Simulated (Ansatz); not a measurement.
# C₂H₈AlB: a ladder of functionals and wavefunction methods

An exercise on one series of results from a longer session: the logs are not shown, and one member is left open.

Method: functionals in def2-TZVPP, the program's frozen cores in correlated methods; program: Ansatz 0.2.0, Gaussian basis.

The runs, in order: LDA (SPW92), PBE-D4, revPBE-D4, BLYP-D4, r2SCAN-D4, B97M-V, PBE0-D4, B3LYP-D4, r2SCANh-D4, r2SCAN0-D4, HSE06-D4, BHLYP-D4, CAM-B3LYP-D4, LC-ωPBE, ωB97X-V, ωB97M-V, B2PLYP, PBE-QIDH; CCSD(T)/def2-SVP; CCSD(T)/def2-TZVPP; MP2/def2-QZVPP; extrapolation to the limit; RPA on PBE.

### The relaxed structure

The geometry comes from an earlier relaxation with PBE0-D4 in a triple-zeta def2 set; it is a stationary point, not always the lowest conformer.

SMILES `CC[BH][AlH2]`, 12 atoms, charge 0, spin multiplicity 1.

Atoms are counted from 1 here; the program's logs count them from 0.

Bond lengths: C1–C2 1.523 Å, C1–H5 1.095 Å, C1–H6 1.093 Å, C1–H7 1.094 Å, C2–B3 1.558 Å, C2–H8 1.105 Å, C2–H9 1.100 Å, B3–Al4 2.131 Å, B3–H10 1.207 Å, Al4–H11 1.597 Å, Al4–H12 1.597 Å. Angles: C2–C1–H5 111.0°, C2–C1–H6 112.6°, C2–C1–H7 111.0°, H5–C1–H6 107.2°, H5–C1–H7 107.5°, H6–C1–H7 107.3°, C1–C2–B3 118.8°, C1–C2–H8 110.4°, C1–C2–H9 111.2°, B3–C2–H8 103.4°, B3–C2–H9 109.0°, H8–C2–H9 102.5°, C2–B3–Al4 125.8°, C2–B3–H10 115.1°, Al4–B3–H10 119.1°, B3–Al4–H11 121.7°, B3–Al4–H12 121.5°, H11–Al4–H12 116.7°.

Geometry (Å):

```xyz
12
C2H8AlB
C    -0.6170    1.3633   -0.3649
C     0.0200    0.7510    0.8750
B     0.6089   -0.6891    0.7846
Al    0.4329   -2.0042   -0.8824
H    -1.4241    0.7295   -0.7459
H    -1.0446    2.3509   -0.1732
H     0.1172    1.4777   -1.1674
H    -0.7207    0.6746    1.6918
H     0.7787    1.4213    1.3039
H     1.1830   -1.0702    1.7752
H    -0.8142   -2.9873   -1.0482
H     1.5569   -2.0729   -2.0142
```

The first run:

The input, in.yaml:

```yaml
crystal:
  periodic: [false, false, false]
  atoms:
    - {symbol: C, position_ang: [-0.617044, 1.363287, -0.364938]}
    - {symbol: C, position_ang: [0.019968, 0.750962, 0.875019]}
    - {symbol: B, position_ang: [0.608855, -0.689123, 0.784640]}
    - {symbol: Al, position_ang: [0.432920, -2.004178, -0.882427]}
    - {symbol: H, position_ang: [-1.424137, 0.729499, -0.745906]}
    - {symbol: H, position_ang: [-1.044559, 2.350937, -0.173249]}
    - {symbol: H, position_ang: [0.117239, 1.477736, -1.167436]}
    - {symbol: H, position_ang: [-0.720742, 0.674587, 1.691831]}
    - {symbol: H, position_ang: [0.778738, 1.421309, 1.303867]}
    - {symbol: H, position_ang: [1.183021, -1.070163, 1.775232]}
    - {symbol: H, position_ang: [-0.814180, -2.987256, -1.048214]}
    - {symbol: H, position_ang: [1.556920, -2.072899, -2.014221]}
basis:
  gaussian: {orbitals: def2-TZVPP}
hamiltonian: {xc: lda}
output: {orbitals: {seedname: orbitals}}
```

On the command line:

```
> ansatz run in.yaml --threads 2 --pin off --events-out ev --progress --plain --max-ram 4352MiB
```

Steps of the session up to this table: LDA; PBE-D4 (GGA); revPBE-D4 (GGA); BLYP-D4 (GGA); r2SCAN-D4 (meta-GGA); B97M-V (meta-GGA); B3LYP-D4 (hybrid); r2SCANh-D4 (hybrid); r2SCAN0-D4 (hybrid); HSE06-D4 (hybrid); BHLYP-D4 (hybrid); CAM-B3LYP-D4 (range-separated); LC-ωPBE (range-separated); ωB97X-V (range-separated); ωB97M-V (range-separated); B2PLYP (double hybrid); PBE-QIDH (double hybrid).

One table of the session follows, with a row left open; its other results are not shown here.

It belongs to the step «Orbital energies across the functionals». 

| functional | HOMO (eV) | LUMO (eV) | gap (eV) |
| --- | --- | --- | --- |
| LDA (SPW92) | -5.93 | -2.95 | 2.98 |
| PBE-D4 | -5.87 | -2.72 | 3.15 |
| revPBE-D4 | -5.83 | -2.61 | 3.22 |
| BLYP-D4 | -5.76 | -2.53 | 3.23 |
| r2SCAN-D4 | -6.09 | -2.41 | 3.68 |
| B97M-V | -6.16 | -2.55 | 3.61 |
| PBE0-D4 | -7.01 | -1.75 | 5.25 |
| B3LYP-D4 | -6.83 | -1.93 | 4.90 |
| r2SCANh-D4 | -6.51 | -2.07 | 4.44 |
| r2SCAN0-D4 | -7.15 | -1.58 | 5.57 |
| HSE06-D4 | -6.61 | -2.14 | 4.47 |
| BHLYP-D4 | -8.09 | -0.70 | 7.39 |
| CAM-B3LYP-D4 | ? | ? | ? |
| LC-ωPBE | -9.67 | 0.53 | 10.20 |
| ωB97X-V | -9.33 | 0.41 | 9.75 |
| ωB97M-V | -9.13 | 0.15 | 9.28 |

Q: Estimate the row for CAM-B3LYP-D4 from the others.

The run gave: HOMO (eV): -8.35; LUMO (eV): -0.61; gap (eV): 7.73. In the column «HOMO (eV)» it lies between ωB97M-V (-9.13) and BHLYP-D4 (-8.09).
